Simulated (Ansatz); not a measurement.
# C₂H₆OSSi: one species, many methods

Aim: compute C₂H₆OSSi with functionals from several rungs and with coupled cluster, and see how far each lands from CCSD(T) at the basis-set limit for the atomisation energy.

Method: functionals in def2-TZVPP, the program's frozen cores in correlated methods; program: Ansatz 0.2.0, Gaussian basis.

Levels to be run: PBE-D4, r2SCAN-D4, PBE0-D4, B3LYP-D4, ωB97X-V, ωB97M-V, B2PLYP; CCSD(T)/def2-TZVPP; MP2/def2-QZVPP; extrapolation to the limit.

### 1 Structure used throughout

All runs share one geometry, relaxed beforehand with PBE0-D4 in a triple-zeta def2 set.

SMILES `[SiH3]SC1CO1`, 11 atoms, charge 0, spin multiplicity 1.

Atoms are counted from 1 here; the program's logs count them from 0.

Bond lengths: Si1–S2 2.137 Å, Si1–H6 1.483 Å, Si1–H7 1.487 Å, Si1–H8 1.483 Å, S2–C3 1.790 Å, C3–C4 1.458 Å, C3–O5 1.408 Å, C3–H9 1.087 Å, C4–O5 1.419 Å, C4–H10 1.087 Å, C4–H11 1.087 Å. Angles: S2–Si1–H6 105.5°, S2–Si1–H7 109.6°, S2–Si1–H8 112.0°, H6–Si1–H7 110.5°, H6–Si1–H8 110.1°, H7–Si1–H8 109.1°, Si1–S2–C3 98.4°, S2–C3–C4 119.1°, S2–C3–O5 118.7°, S2–C3–H9 114.3°, C4–C3–O5 59.4°, C4–C3–H9 119.6°, O5–C3–H9 114.7°, C3–C4–O5 58.6°, C3–C4–H10 119.6°, C3–C4–H11 118.6°, O5–C4–H10 115.5°, O5–C4–H11 115.2° and more.

### 2 PBE-D4 (GGA)

Contents of in.yaml:

```yaml
crystal:
  periodic: [false, false, false]
  atoms:
    - {symbol: Si, position_ang: [-1.144262, 1.140296, 1.410164]}
    - {symbol: S, position_ang: [-0.550735, 1.008591, -0.639040]}
    - {symbol: C, position_ang: [0.702362, -0.257439, -0.467718]}
    - {symbol: C, position_ang: [0.912701, -1.199338, -1.560302]}
    - {symbol: O, position_ang: [0.296098, -1.599875, -0.346148]}
    - {symbol: H, position_ang: [-2.046702, 2.314546, 1.486969]}
    - {symbol: H, position_ang: [0.054336, 1.349502, 2.264452]}
    - {symbol: H, position_ang: [-1.854952, -0.080587, 1.862530]}
    - {symbol: H, position_ang: [1.539290, 0.023644, 0.167079]}
    - {symbol: H, position_ang: [1.906253, -1.602825, -1.736430]}
    - {symbol: H, position_ang: [0.251112, -1.153515, -2.421054]}
basis:
  gaussian: {orbitals: def2-TZVPP}
hamiltonian: {xc: pbe, dispersion: d4}
output: {forces: true, orbitals: {seedname: orbitals}}
```

Run with:

```console
$ ansatz run in.yaml --threads 4 --pin off --events-out ev --progress --plain --max-ram 10444MiB
```

The runs that follow: r2SCAN-D4 (meta-GGA); PBE0-D4 (hybrid); B3LYP-D4 (hybrid); ωB97X-V (range-separated); ωB97M-V (range-separated); B2PLYP (double hybrid); CCSD(T) in def2-TZVPP; MP2 in def2-QZVPP.

Before running them: what should the planned runs give, taken together? Wanted: atomisation energy, CCSD(T)/CBS; farthest; mean size of error, hybrid; mean size of error, range-separated; gap, smallest and largest; T1 diagnostic; triples share of the correlation energy.

The runs gave:

```
                               quantity                                 value
        atomisation energy, CCSD(T)/CBS                         3908.4 kJ/mol
 functionals within 19.5 kJ/mol (0.5 %)                     PBE0-D4, B3LYP-D4
                               farthest                 PBE-D4 (+94.1 kJ/mol)
             mean size of error, hybrid                           13.6 kJ/mol
    mean size of error, range-separated                           24.7 kJ/mol
              gap, smallest and largest  5.37 eV (PBE-D4), 11.89 eV (ωB97X-V)
                          T1 diagnostic                                0.0123
triples share of the correlation energy                                 4.2 %
```

What this shows: PBE-D4 misses by +94.1 kJ/mol. Double hybrids carry the basis error of their MP2 part in triple zeta, and no dispersion term here, so their miss is partly the set-up's. The reference freezes the cores and leaves out relativity and excitations past (T), so misses under about 19.5 kJ/mol can't be ranked. Hartree-Fock recovers 71 % of the binding; the rest is correlation. The gap grows from 5.4 to 11.9 eV across the functionals, mostly with the share of exact exchange.
